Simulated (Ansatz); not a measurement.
What does this script print? It uses Ansatz's Python interface.

`edit.py`:
```python
"""Keys set on an Input object, for TiRh."""

import ansatz as az
import pandas as pd
from pymatgen.core import Lattice, Structure
from pymatgen.io.ase import AseAtomsAdaptor

KMESH = (10, 10, 10)
OCCUPATIONS = "Methfessel-Paxton"

pmg_structure = Structure(
    Lattice([(3.115202, 0.0, 0.0), (0.0, 3.115202, 0.0), (0.0, 0.0, 3.115202)]),
    ["Ti", "Rh"],
    [
        (0.5, 0.5, 0.5),
        (0.0, 0.0, 0.0),
    ],
)
crystal = az.Crystal.from_ase(AseAtomsAdaptor.get_atoms(pmg_structure))

calculation = (
    crystal.calculation()
    .functional(az.Functional.PBESOL)
    .pseudopotentials("paw")
    .kpoints(mesh=KMESH, center="gamma")
    .occupations(OCCUPATIONS)
    .band_table()
)
typed = calculation.input()
rows = []
for value in [0.1, 0.3, 0.6]:
    edited = typed.set(az.key.scf.mixing.beta, value)
    report = az.Session.from_dict(edited).plan().execute().report
    rows.append((value, report["free_energy_ev"], report["n_iterations"], len(report["eigenvalues_ev"][0]) if "eigenvalues_ev" in report else 0))
print(pd.DataFrame(rows, columns=["beta", "F eV", "iterations", "bands listed"]).round(4).to_string(index=False))
print(edited.to_yaml())
```

Output of `python edit.py`:
```text
DeckWarning: basis.ecutwfc = 420 eV, auto-derived from the records' recommended cutoffs: set by Ti (normal level)
 beta      F eV  iterations  bands listed
  0.1 -8814.063           7            19
  0.3 -8814.063           7            19
  0.6 -8814.063           7            19
crystal:
  lattice:
    - [3.115202, 0.0, 0.0]
    - [0.0, 3.115202, 0.0]
    - [0.0, 0.0, 3.115202]
  atoms:
    - { symbol: Ti, position: [0.5, 0.5, 0.5] }
    - { symbol: Rh, position: [0.0, 0.0, 0.0] }
kpoints:
  mp_grid:
    grid: [10, 10, 10]
    shift: [0.0, 0.0, 0.0]
hamiltonian:
  xc: pbesol
  pseudopotentials:
    kind: paw
scf:
  occupations:
    method: methfessel_paxton
  mixing:
    beta: 0.6
output:
  eigenvalues: true
```
(Warnings from the package without file and line, repeats left out.)

Caveats:
- Absolute energies stand on the zero of these potentials, so only differences at equal settings mean something. A total without «per atom» is that of the whole cell that was run.
- For a metal this k-point mesh is coarse: on a finer one energies can move by several to tens of meV an atom and pressures by half a GPa or more, differences at one mesh by less.
- The structure comes from a database of computed cells and needn't be a stable or known phase.
- Timing: 5.6 s on 1 thread of Arm Neoverse V2 (shared host), peak memory 0.47 GiB.
